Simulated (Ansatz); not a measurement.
# C₂H₃F₂NSn: a ladder of functionals and wavefunction methods

One table from this session's results is given with a row withheld; the runs are named, their logs left out.

Program: Ansatz 0.2.0, Gaussian basis. Level of theory: functionals in def2-TZVPP, the program's frozen cores in correlated methods. These are calculated values, not measurements.

Plan: LDA (SPW92), PBE-D4, revPBE-D4, BLYP-D4, r2SCAN-D4, B97M-V, PBE0-D4, B3LYP-D4, r2SCANh-D4, r2SCAN0-D4, HSE06-D4, BHLYP-D4, CAM-B3LYP-D4, LC-ωPBE, ωB97X-V, ωB97M-V, B2PLYP, PBE-QIDH; CCSD(T)/def2-SVP; CCSD(T)/def2-TZVPP; MP2/def2-QZVPP; extrapolation to the limit; RPA on PBE.

### The relaxed structure

All runs share one geometry, relaxed beforehand with PBE0-D4 in a triple-zeta def2 set. Sn takes the def2 core potential; no spin-orbit term is included.

SMILES `[CH3][Sn]([F])([F])[C]#N`, 9 atoms, charge 0, spin multiplicity 1.

Atoms are counted from 1 here; the program's logs count them from 0.

Bond lengths: C1–Sn2 2.101 Å, C1–H7 1.089 Å, C1–H8 1.089 Å, C1–H9 1.089 Å, Sn2–F3 1.901 Å, Sn2–F4 1.901 Å, Sn2–C5 2.097 Å, C5–N6 1.152 Å. Angles: Sn2–C1–H7 109.0°, Sn2–C1–H8 109.0°, Sn2–C1–H9 108.2°, H7–C1–H8 110.2°, H7–C1–H9 110.2°, H8–C1–H9 110.2°, C1–Sn2–F3 111.6°, C1–Sn2–F4 111.6°, C1–Sn2–C5 118.6°, F3–Sn2–F4 104.1°, F3–Sn2–C5 104.9°, F4–Sn2–C5 104.9°, Sn2–C5–N6 175.9°.

Set-up of the first run:

in.yaml reads:

```yaml
crystal:
  periodic: [false, false, false]
  atoms:
    - {symbol: C, position_ang: [-0.602601, -1.061857, 0.895966]}
    - {symbol: Sn, position_ang: [0.438610, 0.058737, -0.544949]}
    - {symbol: F, position_ang: [2.312765, -0.239504, -0.442144]}
    - {symbol: F, position_ang: [-0.018017, -0.476055, -2.310578]}
    - {symbol: C, position_ang: [0.224906, 2.144577, -0.542460]}
    - {symbol: N, position_ang: [0.056494, 3.281912, -0.476534]}
    - {symbol: H, position_ang: [-1.670182, -0.878731, 0.784736]}
    - {symbol: H, position_ang: [-0.270450, -0.759882, 1.888006]}
    - {symbol: H, position_ang: [-0.382925, -2.115496, 0.730755]}
basis:
  gaussian: {orbitals: def2-TZVPP}
hamiltonian: {xc: lda}
output: {orbitals: {seedname: orbitals}}
```

The run is started by

```
$ ansatz run in.yaml --threads 2 --pin off --events-out ev --progress --plain --max-ram 20480MiB --backend cpu
```

Among the steps run: LDA; PBE-D4 (GGA); revPBE-D4 (GGA); BLYP-D4 (GGA); r2SCAN-D4 (meta-GGA); B97M-V (meta-GGA); B3LYP-D4 (hybrid); r2SCANh-D4 (hybrid); r2SCAN0-D4 (hybrid); HSE06-D4 (hybrid); BHLYP-D4 (hybrid); CAM-B3LYP-D4 (range-separated); LC-ωPBE (range-separated); ωB97X-V (range-separated); ωB97M-V (range-separated); B2PLYP (double hybrid); PBE-QIDH (double hybrid).

One of the session's tables, all rows but one given; the rest of the session is left out.

It belongs to the step «Frontier levels by functional». 

| functional | HOMO (eV) | LUMO (eV) | gap (eV) |
| --- | --- | --- | --- |
| LDA (SPW92) | -8.76 | -2.87 | 5.88 |
| PBE-D4 | -8.56 | -2.52 | 6.03 |
| revPBE-D4 | -8.48 | -2.39 | 6.09 |
| BLYP-D4 | -8.47 | -2.52 | 5.95 |
| r2SCAN-D4 | -8.95 | -2.23 | 6.72 |
| B97M-V | -9.02 | -2.25 | 6.77 |
| PBE0-D4 | -10.12 | -1.51 | 8.61 |
| B3LYP-D4 | -9.88 | -1.88 | 7.99 |
| r2SCANh-D4 | -9.53 | -1.87 | 7.66 |
| r2SCAN0-D4 | -10.36 | -1.32 | 9.04 |
| HSE06-D4 | -9.72 | -1.88 | 7.83 |
| BHLYP-D4 | ? | ? | ? |
| CAM-B3LYP-D4 | -11.53 | -0.53 | 11.00 |
| LC-ωPBE | -12.87 | 0.86 | 13.73 |
| ωB97X-V | -12.49 | 0.70 | 13.19 |
| ωB97M-V | -12.38 | 0.48 | 12.86 |

**Question.** Estimate the row for BHLYP-D4.

Worked estimate for «HOMO (eV)». Against the share of exact exchange, BLYP-D4 (0, -8.47), B3LYP-D4 (0.2, -9.88) give a slope of -7.05 per unit share; at 0.5 the line stands at -11.99.

The run gave: HOMO (eV): -11.42; LUMO (eV): -0.55; gap (eV): 10.87. In «HOMO (eV)» the line misses by -0.57.
